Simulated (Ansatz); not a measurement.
# H7NSSi2: two geometries relaxed

Aim: relax the geometries before and after the inversion of the pyramid at N1, and see whether they are two minima and how far apart in energy. SMILES of the start: N[SiH]([SiH3])S.

Method: RKS B3LYP/6-31G*, in Ansatz 0.2.0.

### Step 1. Starting point

Bond lengths: N1–Si2 1.648 Å, Si2–Si3 2.290 Å, Si2–S4 2.063 Å, N1–H5 1.036 Å, N1–H6 1.066 Å, Si2–H7 1.489 Å, Si3–H8 1.489 Å, Si3–H9 1.524 Å, Si3–H10 1.520 Å, S4–H11 1.317 Å. Angles (14 of 16 angles, heavy atoms first): N1–Si2–Si3 114.5°, N1–Si2–S4 104.7°, Si3–Si2–S4 111.2°, N1–Si2–H7 106.4°, Si3–Si2–H7 111.2°, S4–Si2–H7 108.4°, Si2–N1–H5 110.9°, Si2–N1–H6 110.5°, Si2–Si3–H8 111.7°, Si2–Si3–H9 112.9°, Si2–Si3–H10 112.6°, Si2–S4–H11 101.1°, H5–N1–H6 99.0°, H8–Si3–H9 108.9°.

As a file:

```xyz
11

N    -0.5379    1.7033   -0.6164
Si   -0.0904    0.1170   -0.6191
Si    1.1765   -0.5141    1.1807
S    -1.8674   -0.9294   -0.6858
H    -1.2759    1.8774    0.0895
H    -1.0906    1.9372   -1.4973
H     0.6390   -0.1119   -1.8968
H     1.5236   -1.9613    1.1307
H     0.5030   -0.2139    2.5147
H     2.5157    0.2039    1.2341
H    -1.4302   -2.1653   -0.8138
```

### Step 2. Relaxing end A

Contents of input.yaml:

```yaml
crystal:
  periodic: [false, false, false]
  atoms:
    - { symbol: "N", position_ang: [-0.5379, 1.7033, -0.6164] }
    - { symbol: Si, position_ang: [-0.0904, 0.117, -0.6191] }
    - { symbol: Si, position_ang: [1.1765, -0.5141, 1.1807] }
    - { symbol: S, position_ang: [-1.8674, -0.9294, -0.6858] }
    - { symbol: H, position_ang: [-1.2759, 1.8774, 0.0895] }
    - { symbol: H, position_ang: [-1.0906, 1.9372, -1.4973] }
    - { symbol: H, position_ang: [0.639, -0.1119, -1.8968] }
    - { symbol: H, position_ang: [1.5236, -1.9613, 1.1307] }
    - { symbol: H, position_ang: [0.503, -0.2139, 2.5147] }
    - { symbol: H, position_ang: [2.5157, 0.2039, 1.2341] }
    - { symbol: H, position_ang: [-1.4302, -2.1653, -0.8138] }
basis:
  gaussian: { orbitals: "6-31G*" }
hamiltonian:
  xc: b3lyp
relax:
  f_tol: 0.015
  max_steps: 40
```

Run with:

```sh
> ansatz run input.yaml --threads 1 --pin off --max-ram 2048MiB --backend cpu --events-out ev --progress --plain --runs-dir out
```

Output, shortened:

```text
Warning: RAYON_NUM_THREADS=1 ignored (pool sized by the plan → 1); use --threads N
[...]
Functional definition: B3LYP
[...]
922 factors; integrals over basis functions are off by at most 7.3e-4 eV
[...]
mean field -28195.45877637 eV, -1036.1639984632 hartree, gradient 5.3e-5 eV, S^2 0.000000; 0 other end points of the search recorded, 0 dependent functions left out
[...]
reference -28195.45904443 eV, -1036.1640083141 hartree; 29, 29 occupied and 57, 57 virtual orbitals, 922 factors
relax step   1: F+E_penalty+E_count = -28195.45877637 eV  Δ(F+E_penalty+E_count) = +0.000e0 eV  max|allowed force component| = 3.511e0 eV/Å  Δτ_max = 0.0000 Å  (25 SCF iters, accepted)
[...]
relax step   3: F+E_penalty+E_count = -28195.99692591 eV  Δ(F+E_penalty+E_count) = -7.451e-2 eV  max|allowed force component| = 7.562e-1 eV/Å  Δτ_max = 0.1663 Å  (27 SCF iters, accepted)
[...]
relax step   5: F+E_penalty+E_count = -28195.99414543 eV  Δ(F+E_penalty+E_count) = +2.234e-2 eV  max|allowed force component| = 3.866e-1 eV/Å  Δτ_max = 0.1903 Å  (27 SCF iters, rejected (line search))
[...]
relax step   7: F+E_penalty+E_count = -28196.03926251 eV  Δ(F+E_penalty+E_count) = -3.685e-4 eV  max|allowed force component| = 9.951e-2 eV/Å  Δτ_max = 0.0999 Å  (27 SCF iters, accepted)
[...]
relax step   9: F+E_penalty+E_count = -28196.04267849 eV  Δ(F+E_penalty+E_count) = -4.389e-4 eV  max|allowed force component| = 6.753e-2 eV/Å  Δτ_max = 0.0261 Å  (28 SCF iters, accepted)
[...]
relax step  10: F+E_penalty+E_count = -28196.04301323 eV  Δ(F+E_penalty+E_count) = -3.347e-4 eV  max|allowed force component| = 4.730e-2 eV/Å  Δτ_max = 0.0348 Å  (27 SCF iters, accepted)
[...]
922 factors; integrals over basis functions are off by at most 7.5e-4 eV
mean field -28196.04325556 eV, -1036.1854776772 hartree, gradient 1.1e-5 eV, S^2 0.000000; 0 other end points of the search recorded, 0 dependent functions left out
[...]
reference -28196.04353317 eV, -1036.1854878792 hartree; 29, 29 occupied and 57, 57 virtual orbitals, 922 factors
```

### Step 3. The output, continued: end point A relaxed

The log, continued:

```text
relax step  11: F+E_penalty+E_count = -28196.04325556 eV  Δ(F+E_penalty+E_count) = -2.423e-4 eV  max|allowed force component| = 4.782e-2 eV/Å  Δτ_max = 0.0201 Å  (23 SCF iters, accepted)
these checks for a lower state are left out or cut short: starts, cluster_reference, orbital_swaps, neighbouring_geometries, increment
922 factors; integrals over basis functions are off by at most 7.5e-4 eV
mean field -28196.04359612 eV, -1036.1854901925 hartree, gradient 9.0e-6 eV, S^2 0.000000; 0 other end points of the search recorded, 0 dependent functions left out
the calculation of the forces begins
reference -28196.04387441 eV, -1036.1855004197 hartree; 29, 29 occupied and 57, 57 virtual orbitals, 922 factors
relax step  12: F+E_penalty+E_count = -28196.04359612 eV  Δ(F+E_penalty+E_count) = -3.406e-4 eV  max|allowed force component| = 5.415e-2 eV/Å  Δτ_max = 0.0715 Å  (27 SCF iters, accepted)
these checks for a lower state are left out or cut short: starts, cluster_reference, orbital_swaps, neighbouring_geometries, increment
922 factors; integrals over basis functions are off by at most 7.5e-4 eV
mean field evaluation 96: about -28196.0437 eV, gradient 2.1e-3 eV
mean field -28196.04370623 eV, -1036.1854942390 hartree, gradient 1.4e-5 eV, S^2 0.000000; 0 other end points of the search recorded, 0 dependent functions left out
the calculation of the forces begins
reference -28196.04398440 eV, -1036.1855044617 hartree; 29, 29 occupied and 57, 57 virtual orbitals, 922 factors
relax step  13: F+E_penalty+E_count = -28196.04370623 eV  Δ(F+E_penalty+E_count) = -1.101e-4 eV  max|allowed force component| = 4.518e-2 eV/Å  Δτ_max = 0.0222 Å  (23 SCF iters, accepted)
these checks for a lower state are left out or cut short: starts, cluster_reference, orbital_swaps, neighbouring_geometries, increment
922 factors; integrals over basis functions are off by at most 7.5e-4 eV
mean field -28196.04380535 eV, -1036.1854978817 hartree, gradient 1.2e-5 eV, S^2 0.000000; 0 other end points of the search recorded, 0 dependent functions left out
the calculation of the forces begins
reference -28196.04408334 eV, -1036.1855080976 hartree; 29, 29 occupied and 57, 57 virtual orbitals, 922 factors
relax step  14: F+E_penalty+E_count = -28196.04380535 eV  Δ(F+E_penalty+E_count) = -9.912e-5 eV  max|allowed force component| = 2.922e-2 eV/Å  Δτ_max = 0.0143 Å  (23 SCF iters, accepted)
these checks for a lower state are left out or cut short: starts, cluster_reference, orbital_swaps, neighbouring_geometries, increment
922 factors; integrals over basis functions are off by at most 7.5e-4 eV
mean field -28196.04390006 eV, -1036.1855013624 hartree, gradient 8.9e-6 eV, S^2 0.000000; 0 other end points of the search recorded, 0 dependent functions left out
the calculation of the forces begins
reference -28196.04417757 eV, -1036.1855115605 hartree; 29, 29 occupied and 57, 57 virtual orbitals, 922 factors
relax step  15: F+E_penalty+E_count = -28196.04390006 eV  Δ(F+E_penalty+E_count) = -9.471e-5 eV  max|allowed force component| = 1.475e-2 eV/Å  Δτ_max = 0.0286 Å  (28 SCF iters, accepted)
these checks for a lower state are left out or cut short: starts, cluster_reference, orbital_swaps, neighbouring_geometries, increment
922 factors; integrals over basis functions are off by at most 7.5e-4 eV
mean field -28196.04395123 eV, -1036.1855032427 hartree, gradient 1.8e-5 eV, S^2 0.000000; 0 other end points of the search recorded, 0 dependent functions left out
the calculation of the forces begins
reference -28196.04422842 eV, -1036.1855134291 hartree; 29, 29 occupied and 57, 57 virtual orbitals, 922 factors
relax step  16: F+E_penalty+E_count = -28196.04395123 eV  Δ(F+E_penalty+E_count) = -5.116e-5 eV  max|allowed force component| = 1.435e-2 eV/Å  Δτ_max = 0.0205 Å  (22 SCF iters, accepted)
these checks for a lower state are left out or cut short: starts, cluster_reference, orbital_swaps, neighbouring_geometries, increment
922 factors; integrals over basis functions are off by at most 7.5e-4 eV
mean field -28196.04398311 eV, -1036.1855044143 hartree, gradient 8.9e-6 eV, S^2 0.000000; 0 other end points of the search recorded, 0 dependent functions left out
the calculation of the forces begins
reference -28196.04425993 eV, -1036.1855145872 hartree; 29, 29 occupied and 57, 57 virtual orbitals, 922 factors
relax step  17: F+E_penalty+E_count = -28196.04398311 eV  Δ(F+E_penalty+E_count) = -3.188e-5 eV  max|allowed force component| = 1.754e-2 eV/Å  Δτ_max = 0.0245 Å  (28 SCF iters, accepted)
these checks for a lower state are left out or cut short: starts, cluster_reference, orbital_swaps, neighbouring_geometries, increment
922 factors; integrals over basis functions are off by at most 7.5e-4 eV
mean field evaluation 128: about -28196.0440 eV, gradient 3.8e-4 eV
mean field -28196.04400093 eV, -1036.1855050691 hartree, gradient 1.3e-5 eV, S^2 0.000000; 0 other end points of the search recorded, 0 dependent functions left out
the calculation of the forces begins
reference -28196.04427764 eV, -1036.1855152379 hartree; 29, 29 occupied and 57, 57 virtual orbitals, 922 factors
relax step  18: F+E_penalty+E_count = -28196.04400093 eV  Δ(F+E_penalty+E_count) = -1.782e-5 eV  max|allowed force component| = 8.645e-3 eV/Å  Δτ_max = 0.0088 Å  (22 SCF iters, accepted)
922 factors; integrals over basis functions are off by at most 7.5e-4 eV
mean field -28196.04400093 eV, -1036.1855050691 hartree, gradient 1.3e-5 eV, S^2 0.000000; 1 other end points of the search recorded, 0 dependent functions left out
the calculation of the forces begins
reference -28196.04427764 eV, -1036.1855152379 hartree; 29, 29 occupied and 57, 57 virtual orbitals, 922 factors
Total energy: -28196.04427764 eV, -1036.1855152379 hartree
Atom 0 at    -0.605908     1.717460    -0.589934 Å, force    -0.007832     0.002083     0.000546 eV/Å
Atom 1 at    -0.165157     0.045452    -0.672958 Å, force    -0.000333     0.001630    -0.001547 eV/Å
Atom 2 at     1.160480    -0.478843     1.195498 Å, force    -0.002682    -0.000872    -0.002527 eV/Å
Atom 3 at    -1.943377    -1.236830    -0.744255 Å, force     0.008645    -0.002444    -0.001240 eV/Å
Atom 4 at    -1.003948     2.087741     0.265564 Å, force     0.001868     0.000649    -0.007097 eV/Å
Atom 5 at    -1.023973     2.161753    -1.400481 Å, force     0.003732    -0.005017     0.008574 eV/Å
Atom 6 at     0.589497    -0.146477    -1.941760 Å, force    -0.001063    -0.002239     0.000008 eV/Å
Atom 7 at     1.393453    -1.948453     1.263989 Å, force     0.001898    -0.002266     0.000691 eV/Å
Atom 8 at     0.473855    -0.055155     2.448032 Å, force    -0.000986     0.000838     0.002278 eV/Å
Atom 9 at     2.482828     0.204205     1.128272 Å, force     0.001017     0.000886    -0.000462 eV/Å
Atom 10 at    -1.292350    -2.407953    -0.931467 Å, force    -0.004265     0.006752     0.000776 eV/Å
Dipole moment:     0.088562     0.215781    -0.027471 e Å
```

Run time: 80 s. Hardware: 1 thread of Arm Neoverse V2, shared host; peak memory 0.18 GiB.

Step by step:

```tsv
step	energy from step 1 (eV)	largest force component (eV/Å)
1	0.0000	3.5107
2	-0.4636	1.6870
3	-0.5382	0.7562
4	-0.5577	0.2975
5x	-0.5354	0.3866
6	-0.5801	0.1044
7	-0.5805	0.0995
8	-0.5835	0.1008
9	-0.5839	0.0675
10	-0.5842	0.0473
11	-0.5845	0.0478
12	-0.5848	0.0541
13	-0.5849	0.0452
14	-0.5850	0.0292
15	-0.5851	0.0147
16	-0.5852	0.0143
17	-0.5852	0.0175
18	-0.5852	0.0086
```

Step 1 is the start. 1 step was tried and not accepted (marked x).

After: Bond lengths: N1–Si2 1.731 Å, Si2–Si3 2.350 Å, Si2–S4 2.193 Å, N1–H5 1.014 Å, N1–H6 1.014 Å, Si2–H7 1.489 Å, Si3–H8 1.490 Å, Si3–H9 1.490 Å, Si3–H10 1.490 Å, S4–H11 1.353 Å. Angles (14 of 16 angles, heavy atoms first): N1–Si2–Si3 108.7°, N1–Si2–S4 111.1°, Si3–Si2–S4 110.7°, N1–Si2–H7 107.1°, Si3–Si2–H7 111.3°, S4–Si2–H7 107.9°, Si2–N1–H5 119.6°, Si2–N1–H6 119.3°, Si2–Si3–H8 110.2°, Si2–Si3–H9 110.2°, Si2–Si3–H10 111.3°, Si2–S4–H11 96.9°, H5–N1–H6 110.6°, H8–Si3–H9 108.3°.

### Step 4. Relaxing end B

The second end starts from a geometry with the move made by hand.

input.yaml: that of step 2 with these lines changed.

```diff
@@ -7,4 +7,4 @@
     - { symbol: S, position_ang: [-1.8674, -0.9294, -0.6858] }
-    - { symbol: H, position_ang: [-1.2759, 1.8774, 0.0895] }
-    - { symbol: H, position_ang: [-1.0906, 1.9372, -1.4973] }
+    - { symbol: H, position_ang: [-0.23627, 2.1704, 0.25772] }
+    - { symbol: H, position_ang: [0.04781, 2.25804, -1.31309] }
     - { symbol: H, position_ang: [0.639, -0.1119, -1.8968] }
```

Run with:

```sh
> ansatz run input.yaml --threads 1 --pin off --max-ram 2048MiB --backend cpu --events-out ev --progress --plain --runs-dir out
```

Output, shortened:

```text
Warning: RAYON_NUM_THREADS=1 ignored (pool sized by the plan → 1); use --threads N
[...]
[... 1 set-up line as earlier in the session ...]
[...]
922 factors; integrals over basis functions are off by at most 7.3e-4 eV
[...]
mean field -28195.39728869 eV, -1036.1617388325 hartree, gradient 8.5e-5 eV, S^2 0.000000; 0 other end points of the search recorded, 0 dependent functions left out
[...]
reference -28195.39755776 eV, -1036.1617487207 hartree; 29, 29 occupied and 57, 57 virtual orbitals, 922 factors
relax step   1: F+E_penalty+E_count = -28195.39728869 eV  Δ(F+E_penalty+E_count) = +0.000e0 eV  max|allowed force component| = 4.934e0 eV/Å  Δτ_max = 0.0000 Å  (25 SCF iters, accepted)
[...]
relax step   4: F+E_penalty+E_count = -28195.92497090 eV  Δ(F+E_penalty+E_count) = +9.618e-3 eV  max|allowed force component| = 9.660e-1 eV/Å  Δτ_max = 0.1999 Å  (28 SCF iters, rejected (line search))
[...]
relax step   7: F+E_penalty+E_count = -28196.01319522 eV  Δ(F+E_penalty+E_count) = -3.380e-3 eV  max|allowed force component| = 7.607e-1 eV/Å  Δτ_max = 0.0658 Å  (28 SCF iters, accepted)
[...]
relax step  10: F+E_penalty+E_count = -28196.04017276 eV  Δ(F+E_penalty+E_count) = +3.266e-4 eV  max|allowed force component| = 9.348e-2 eV/Å  Δτ_max = 0.0587 Å  (28 SCF iters, rejected (line search))
[...]
relax step  13: F+E_penalty+E_count = -28196.04235045 eV  Δ(F+E_penalty+E_count) = -4.691e-4 eV  max|allowed force component| = 7.115e-2 eV/Å  Δτ_max = 0.0306 Å  (29 SCF iters, accepted)
[...]
relax step  14: F+E_penalty+E_count = -28196.04295321 eV  Δ(F+E_penalty+E_count) = -6.028e-4 eV  max|allowed force component| = 7.749e-2 eV/Å  Δτ_max = 0.0496 Å  (28 SCF iters, accepted)
[...]
922 factors; integrals over basis functions are off by at most 7.7e-4 eV
mean field -28196.04331907 eV, -1036.1854800114 hartree, gradient 9.3e-6 eV, S^2 0.000000; 0 other end points of the search recorded, 0 dependent functions left out
[...]
reference -28196.04359871 eV, -1036.1854902879 hartree; 29, 29 occupied and 57, 57 virtual orbitals, 922 factors
```

### Step 5. The output, continued: end point B relaxed

Output, continued, shortened:

```text
relax step  15: F+E_penalty+E_count = -28196.04331907 eV  Δ(F+E_penalty+E_count) = -3.659e-4 eV  max|allowed force component| = 2.409e-2 eV/Å  Δτ_max = 0.0365 Å  (28 SCF iters, accepted)
[...]
relax step  17: F+E_penalty+E_count = -28196.03805779 eV  Δ(F+E_penalty+E_count) = +5.261e-3 eV  max|allowed force component| = 1.995e-1 eV/Å  Δτ_max = 0.0423 Å  (28 SCF iters, rejected (line search))
[...]
relax step  19: F+E_penalty+E_count = -28196.04328474 eV  Δ(F+E_penalty+E_count) = +2.487e-4 eV  max|allowed force component| = 1.551e-1 eV/Å  Δτ_max = 0.0918 Å  (27 SCF iters, rejected (line search))
[...]
relax step  21: F+E_penalty+E_count = -28196.04374508 eV  Δ(F+E_penalty+E_count) = -1.589e-5 eV  max|allowed force component| = 5.719e-2 eV/Å  Δτ_max = 0.0280 Å  (28 SCF iters, accepted)
[...]
Atom 1 at     0.052292     0.126734    -0.647146 Å, force     0.009023     0.006869     0.001773 eV/Å
Atom 2 at     1.266569    -0.575970     1.238319 Å, force    -0.004638    -0.007072     0.001311 eV/Å
Atom 3 at    -1.878638    -0.907048    -0.748303 Å, force    -0.003031    -0.005194     0.002915 eV/Å
Atom 4 at    -0.538661     2.262239     0.277006 Å, force     0.000516    -0.003141     0.000244 eV/Å
Atom 5 at    -0.492139     2.339007    -1.388079 Å, force     0.001338     0.000154     0.003455 eV/Å
Atom 6 at     0.796198    -0.157115    -1.904981 Å, force     0.000157     0.000394     0.000145 eV/Å
Atom 7 at     1.301451    -2.064164     1.299254 Å, force     0.002116     0.000127     0.002439 eV/Å
Atom 8 at     0.620892    -0.072437     2.483138 Å, force     0.000870     0.000715     0.000155 eV/Å
Atom 9 at     2.668985    -0.074561     1.197508 Å, force    -0.001830     0.001646    -0.002626 eV/Å
Atom 10 at    -1.388241    -2.162198    -0.867377 Å, force    -0.000599     0.005372    -0.001378 eV/Å
Dipole moment:     0.116912     0.202294    -0.020115 e Å
```

Run time: 1.7 min. Hardware: 1 thread of Arm Neoverse V2, shared host; peak memory 0.18 GiB.

The steps of the relaxation:

```tsv
step	energy from step 1 (eV)	largest force component (eV/Å)
1	0.0000	4.9339
2	-0.4527	2.1074
3	-0.5373	0.5820
4x	-0.5277	0.9660
5	-0.5923	0.1576
6	-0.6125	0.0964
7	-0.6159	0.7607
8	-0.6387	0.1234
9	-0.6432	0.0449
10x	-0.6429	0.0935
11	-0.6443	0.0146
12	-0.6446	0.0710
13	-0.6451	0.0712
14	-0.6457	0.0775
15	-0.6460	0.0241
16x	-0.6458	0.1562
17x	-0.6408	0.1995
18	-0.6462	0.0070
19x	-0.6460	0.1551
20	-0.6464	0.0367
21	-0.6465	0.0572
22	-0.6466	0.0455
23	-0.6466	0.0066
24	-0.6467	0.0090
```

Step 1 is the start. 5 steps were tried and not accepted (marked x).

After: Bond lengths: N1–Si2 1.731 Å, Si2–Si3 2.350 Å, Si2–S4 2.193 Å, N1–H5 1.013 Å, N1–H6 1.014 Å, Si2–H7 1.489 Å, Si3–H8 1.490 Å, Si3–H9 1.490 Å, Si3–H10 1.490 Å, S4–H11 1.353 Å. Angles (14 of 16 angles, heavy atoms first): N1–Si2–Si3 108.9°, N1–Si2–S4 111.0°, Si3–Si2–S4 110.6°, N1–Si2–H7 106.9°, Si3–Si2–H7 111.3°, S4–Si2–H7 108.1°, Si2–N1–H5 119.7°, Si2–N1–H6 119.2°, Si2–Si3–H8 110.1°, Si2–Si3–H9 110.2°, Si2–Si3–H10 111.3°, Si2–S4–H11 97.0°, H5–N1–H6 110.6°, H8–Si3–H9 108.3°.

### Step 6. Summary of results

```
                           quantity                     value
                              end A  16 moves, 0.585 eV lower
                              end B  18 moves, 0.647 eV lower
largest difference between the ends                    0.05 Å
            end B relative to end A                 +0.000 eV
```

What this shows: Both starts fell into the same minimum (no atom differs by more than 0.05 Å), so from this start no second minimum was found and no band was run; another arrangement could still be one.
